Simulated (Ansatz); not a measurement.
# GeCN (quartet): from Hartree-Fock to the top rungs, cc-pVDZ

The task here is to estimate one member of a computed series from the others.

The runs use Ansatz 0.2.0, Gaussian basis; cc-pVDZ, core rule «outside noble gas», up to 16 orbitals frozen.

Plan: UHF; CCSD(T) on ROHF; CCSD(T) on UHF; BCCD(T) on ROHF; CISD as a restricted active space (open shells left free, so some higher excitations enter); CCSDT(Q) on ROHF; CCSDT(Q) on UHF; CASSCF and MRCISD+Q, 11 electrons in 11 orbitals; CASSCF and NEVPT2, 11 electrons in 11 orbitals.

25 further runs of the same task are left out: 1 for a known fault of the program, 12 that didn't finish, 12 set aside as unsound or not needed. Runs told in other sessions of the task aren't counted.

### What is computed

The geometry is a PBE0/def2-TZVP stationary point (not a proven minimum). No spin-orbit coupling is included. The filled d shell of Ge may be among the frozen orbitals whatever the setting's name suggests.

3 atoms, charge 0, spin multiplicity 4.

Atoms are counted from 1 here; the program's logs count them from 0.

Bond lengths: C1–Ge2 1.810 Å, Ge2–N3 1.679 Å. Angles: C1–Ge2–N3 180.0°.

Set-up of the first run:

The input, in.yaml:

```yaml
crystal:
  periodic: [false, false, false]
  atoms:
    - {symbol: C, position_ang: [0.000000, 0.000000, 1.766200]}
    - {symbol: Ge, position_ang: [0.000000, 0.000000, -0.043800]}
    - {symbol: N, position_ang: [0.000000, 0.000000, -1.722400]}
basis:
  gaussian: {orbitals: cc-pVDZ}
magnetization: {spin_polarized: true, initial_magnetization: 3}
hamiltonian: {xc: hf}
output: {orbitals: {seedname: orbitals}}
```

Launch:

```bash
ansatz run in.yaml --threads 1 --pin off --events-out ev --progress --plain --max-ram 2393MiB
```

Steps of the session up to this table: UHF; CCSD(T) on ROHF; CCSD(T) on UHF; BCCD(T) on ROHF; CISD as a restricted active space (open shells left free, so some higher excitations enter); CCSDT(Q) on ROHF; CCSDT(Q) on UHF; CASSCF and MRCISD+Q, 11 electrons in 11 orbitals; CASSCF and NEVPT2, 11 electrons in 11 orbitals.

One table of the session follows, with a row left open; its other results are not shown here.

```
          method  from RCCSDT(Q) (kcal/mol)
             UHF                          ?
            RMP2                     +22.84
            UMP2                     +57.87
           RCCSD                     +19.60
           UCCSD                     +16.70
        RCCSD(T)                      +3.21
        UCCSD(T)                      +4.82
         BCCD(T)                      +3.66
          RCCSDT                      +2.24
          UCCSDT                      +2.10
       RCCSDT(Q)                          0
       UCCSDT(Q)                      -0.39
  CASSCF valence                    +134.43
  NEVPT2 valence                     +25.68
  MRCISD valence                     +12.50
MRCISD+Q valence                      +2.65
```

**Question.** Estimate the row for UHF.

As computed: from RCCSDT(Q) (kcal/mol): +212.43. In the column «from RCCSDT(Q) (kcal/mol)» it is the highest.

Not comparable, so not listed: CISD as a restricted active space (open shells left free, so some higher excitations enter) (they don't share determinant, frozen orbitals or solution with the rows shown, or repeat one).

Caveats from the session: The determinant of HF (⟨S²⟩ 4.80) is far from a pure spin state, so its energy mixes those of several spin states; that is harmless only where they are near-degenerate. The determinant of CCSD(T) (⟨S²⟩ 4.80) is far from a pure spin state, so its energy mixes those of several spin states; high orders of coupled cluster remove much of that, low ones don't. The determinant of CCSDT(Q) (⟨S²⟩ 4.80) is far from a pure spin state, so its energy mixes those of several spin states; high orders of coupled cluster remove much of that, low ones don't. Left out of the table: ROHF (another determinant or state than the rows shown). Warnings: spin contamination; coupled cluster took another determinant than the lowest; large T1 diagnostic. Restricted and unrestricted rows rest on different reference determinants; a gap between their highest levels can come from leftover correlation error, from unlike frozen cores or from another state.
